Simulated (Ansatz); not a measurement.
# TaBr4: the cost of one run

Program: Ansatz 0.2.0. Level of theory: DFT PBE, scalar-relativistic, plane waves, PAW. These are calculated values, not measurements.

4 further runs of the same task are left out: 2 that didn't finish, 2 set aside as unsound or not needed.

## 1. The structure to begin with

Symmetry: Cmmm, No. 65, orthorhombic system. Conventional cell: a = 9.614 Å, b = 11.284 Å, c = 3.549 Å, α = 90.00°, β = 90.00°, γ = 90.00°. Ta (site symmetry mmm) is surrounded by 6 Br at 2.47 to 2.64 Å. Br (site symmetry m2m) has 1 Ta at 2.47 Å as nearest neighbours. Around Br (site symmetry 2mm) lie 2 Ta at 2.64 Å.

Coordinates:

```xyz
5
Lattice="4.8070 -5.6420 0.0000 4.8070 5.6420 0.0000 0.0000 0.0000 3.5488" Properties=species:S:1:pos:R:3 pbc="T T T"
Ta    4.8070    0.0000    1.7744
Br    4.8070   -2.4701    1.7744
Br    2.8477    0.0000    0.0000
Br    6.7663    0.0000    0.0000
Br    4.8070    2.4701    1.7744
```

The cell was relaxed beforehand at this level, from a generated guess; it needn't be the stable form of this composition. At a tolerance of 0.05 Å it has space group Cmmm (No. 65); it has 38.50 Å³/atom, an uncorrected energy of -0.86 eV/atom over the elements.

## 2. Static run: bands, density of states and charges

Contents of input.yaml:

```yaml
crystal:
  lattice:
    - [4.8070219, -5.6420129, 0.0]
    - [4.8070219, 5.6420129, 0.0]
    - [0.0, 0.0, 3.5488089]
  atoms:
    - { symbol: Ta, position: [0.5, 0.5, 0.5] }
    - { symbol: Br, position: [0.7189, 0.2811, 0.5] }
    - { symbol: Br, position: [0.296205, 0.296205, 0.0] }
    - { symbol: Br, position: [0.703795, 0.703795, 0.0] }
    - { symbol: Br, position: [0.2811, 0.7189, 0.5] }
basis:
  ecutwfc: 420
kpoints:
  mp_grid: { grid: [6, 6, 10] }
  band_path:
    path:
      - [[0.0, 0.0, 0.0], [-0.5, 0.5, 0.0], [-0.43147803, 0.56852197, 0.0]]
      - [[0.43147803, 0.43147803, 0.0], [0.0, 0.0, 0.0], [0.0, 0.0, 0.5], [0.43147803, 0.43147803, 0.5]]
      - [[-0.43147803, 0.56852197, 0.5], [-0.5, 0.5, 0.5], [-0.5, 0.5, 0.0]]
      - [[0.0, 0.0, 0.0], [0.0, 0.5, 0.0], [0.0, 0.5, 0.5], [0.0, 0.0, 0.5], [-0.5, 0.5, 0.5]]
    npoints: 14
hamiltonian:
  xc: pbe
scf:
  occupations: { method: gaussian, width: 0.1 }
  n_extra_bands: 12
output:
  forces: true
  stress: true
  eigenvalues: true
  populations: true
  dos: { projected: true, de: 0.02, nscf_kmesh: { grid: [8, 8, 12] } }
  bader: true
```

Started as:

```
$ ansatz run input.yaml --threads 1 --pin off --max-ram 3072MiB --backend cpu --events-out ev --progress --plain --runs-dir out
```

**Question.** How long does this run take on 1 thread of Arm Neoverse V1, shared host, and how much memory does it need?

About 2.1 min, with a peak of 0.83 GiB.
